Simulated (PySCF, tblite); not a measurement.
# C5H10AsB: geometry, infrared bands and NMR shifts

Wanted: the infrared bands and NMR shifts of C5H10AsB (`B[C@@H]([AsH2])[C@H]1[C@@H]2C[C@@H]21`), by calculation.

Computed with tblite 0.8.0 and PySCF 2.14.0, with density-fitted response routines of our own, on a single molecule in the gas phase. Atoms count from 0, in the outputs and in this text.

## (1) The starting structure

17 atoms, charge 0, multiplicity 1; geometry from: force field or distance geometry start.

Bonds of the start (Å): B0–C1 1.59, C1–As2 1.99, C1–C3 1.55, C3–C4 1.52, C4–C5 1.50, C5–C6 1.51, C6–C3 1.52, C6–C4 1.53, B0–H7 1.18, B0–H8 1.18, C1–H9 1.10, As2–H10 1.57, As2–H11 1.58, C3–H12 1.10, C4–H13 1.10, C5–H14 1.12, C5–H15 1.10, C6–H16 1.12.

## (2) Relaxing the molecule with GFN2-xTB

What the job is given:

```
{"job": {"kind": "relax", "xc": "GFN2-xTB", "basis": "xTB"}, "charge": 0, "multiplicity": 1}
B     -1.815300    -1.508400    -0.184500
C     -1.072800    -0.109900    -0.349200
As    -1.639000     1.070000     1.150800
C      0.448900    -0.376300    -0.491700
C      1.423100     0.724000    -0.121100
C      2.618600     0.178900     0.612800
C      1.287800    -0.507900     0.773900
H     -2.586900    -1.854300    -1.003300
H     -1.615400    -2.191700     0.760100
H     -1.421000     0.349000    -1.281000
H     -1.325600     2.369500     0.335800
H     -3.138600     1.080000     0.661900
H      0.789000    -1.020700    -1.315100
H      0.987000     1.601700     0.383900
H      2.942600     0.792200     1.492400
H      3.336000    -0.371600    -0.016800
H      0.774600    -0.212500     1.719500
```

Run with:

```
> OMP_NUM_THREADS=1 python probes_run.py task.json out
```

This one command runs all jobs of the session in turn.

**Question.** This job is followed by: GFN2-xTB harmonic vibrations, gas phase; GIAO PBE0/pcSseg-1 NMR shielding, non-relativistic, gas phase. Predict these results of the whole session: strongest single infrared mode (GFN2-xTB); zero-point energy (GFN2-xTB); ¹³C shifts against TMS (PBE0/pcSseg-1); ¹H shifts against TMS (PBE0/pcSseg-1, means over atoms taken as alike); ¹¹B shifts against BF3·OEt2 (PBE0/pcSseg-1); ⁷⁵As shifts against AsH3 (PBE0/pcSseg-1).

**Answer**, as computed:

```
                                                              quantity                                               value
                             strongest single infrared mode (GFN2-xTB)                               1898 cm⁻¹, 642 km/mol
                                          zero-point energy (GFN2-xTB)                                       79.9 kcal/mol
                                ¹³C shifts against TMS (PBE0/pcSseg-1)                      43.7, 42.1, 30.1, 9.6, 5.1 ppm
¹H shifts against TMS (PBE0/pcSseg-1, means over atoms taken as alike)  5.34, 3.36, 1.88, 1.41, 1.34, 1.33, 1.18, 0.54 ppm
                           ¹¹B shifts against BF3·OEt2 (PBE0/pcSseg-1)                                            44.5 ppm
                              ⁷⁵As shifts against AsH3 (PBE0/pcSseg-1)                                             -10 ppm
```

What this shows: The optimisation took 166 steps and gained 1.387 eV; among the close pairs (by a distance rule), As2–H11 changed most, from 1.577 to 1.506 Å. All 45 modes are real, so the xTB geometry is a minimum. The strongest single mode, at 1898 cm⁻¹, moves mainly H11. GFN2-xTB is a fitted tight-binding method: band positions and strengths are rough. Its intensities can rank the bands wrongly. At PBE0/pcSseg-1: The widest tensor belongs to As2: span 702 ppm, with a paramagnetic part of -878 ppm. Spin-orbit coupling is left out, which matters for shieldings and couplings at and beside the heavy atoms.
